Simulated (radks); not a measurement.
# Taking charge from the 3s level of Ti⁷⁺ in fractions

An exercise on one series of results from a longer session: the logs are not shown, and one member is left open.

The numbers are computed with radks (a radial shooting solver on a logarithmic mesh, Libxc functionals) version 1 (non-relativistic Kohn-Sham, PBE, spin-unpolarised, spherical densities, point nucleus), except any that are marked as measured or tabulated.

**The atom as given**

```
element       : titanium (Z = 22)
charge        : +7
electrons     : 15
configuration : [Ne] 3s2 3p3
```

The outer shells:

Ti⁷⁺
```
[Ne] core
3s [↑↓]
3p [↑ ][↑ ][↑ ]
```

The first run:

The run's settings:

```text
Z 22
configuration [Ne] 3s2 3p3
relativity non-relativistic
functional pbe,pbe
spin unpolarised
nucleus point
```

Steps of the session up to this table: Start: [Ne] 3s2 3p3.

One table of the session follows, with a row left open; its other results are not shown here.

From the orbitals of this run (lengths in bohr):

```
level      <r>  outermost maximum (interpolated)  90 % within  nodes
   1s  0.07016                            0.0461        0.125      0
   2s   0.3262                             0.271        0.506      1
   2p        ?                                 ?            ?      ?
   3s   0.9216                             0.834         1.35      2
   3p   0.9415                             0.840         1.41      1
```

**Question.** Estimate the row for 2p.

The run gave: <r>: 0.2893; outermost maximum (interpolated): 0.220; 90 % within: 0.475; nodes: 0. In the column «<r>» it lies between 1s (0.07016) and 2s (0.3262).
